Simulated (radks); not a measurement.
**Nuclear size and the levels of Sc²⁺**

An exercise on one series of results from a longer session: the logs are not shown, and one member is left open.

The numbers are computed with radks (a radial shooting solver on a logarithmic mesh, Libxc functionals) version 1 (Dirac Kohn-Sham, relativistic LDA (MacDonald-Vosko exchange, VWN5 correlation), spin-unpolarised, spherical densities, finite nucleus; open shells are shared between the two j in proportion to 2j + 1), except any that are marked as measured or tabulated.

## The system

| Property | Result |
| --- | --- |
| element | scandium (Z = 21) |
| charge | +2 |
| electrons | 19 |
| configuration | [Ar] 3d1 |
| nuclear rms radius | 3.5459 fm |

The outer shells:

Sc²⁺
```
[Ar] core
3d [↑ ][  ][  ][  ][  ]
```

The first run:

Input:

```text
Z 21
configuration [Ar] 3d1 4s0 4p0
relativity Dirac
functional lda_x_rel,vwn5
spin unpolarised
j_filling average
nucleus finite rms 3.5459 fm
c 137.035999084
```

Among the steps run: rms radius 3.5459 fm.

One of the session's tables, all rows but one given; the rest of the session is left out.

It belongs to the step «rms radius 3.5459 fm». Sizes of the orbitals, from the radial functions (bohr):

| level | <r> | outermost maximum (interpolated) | 90 % within | nodes |
| --- | --- | --- | --- | --- |
| 3s1/2 | 1.076 | 0.927 | 1.61 | 2 |
| 3p1/2 | 1.159 | 0.962 | 1.79 | 1 |
| 3p3/2 | 1.167 | 0.969 | 1.80 | 1 |
| 3d3/2 | 1.557 | 1.07 | 2.64 | 0 |
| 3d5/2 | 1.560 | 1.07 | 2.65 | 0 |
| 4s1/2 | 3.040 | 2.70 | 4.43 | 3 |
| 4p1/2 | ? | ? | ? | ? |
| 4p3/2 | 3.586 | 3.17 | 5.27 | 2 |

Estimate the missing values for 4p1/2.

As computed: <r>: 3.569; outermost maximum (interpolated): 3.16; 90 % within: 5.24; nodes: 2. In the column «<r>» it lies between 4s1/2 (3.040) and 4p3/2 (3.586).
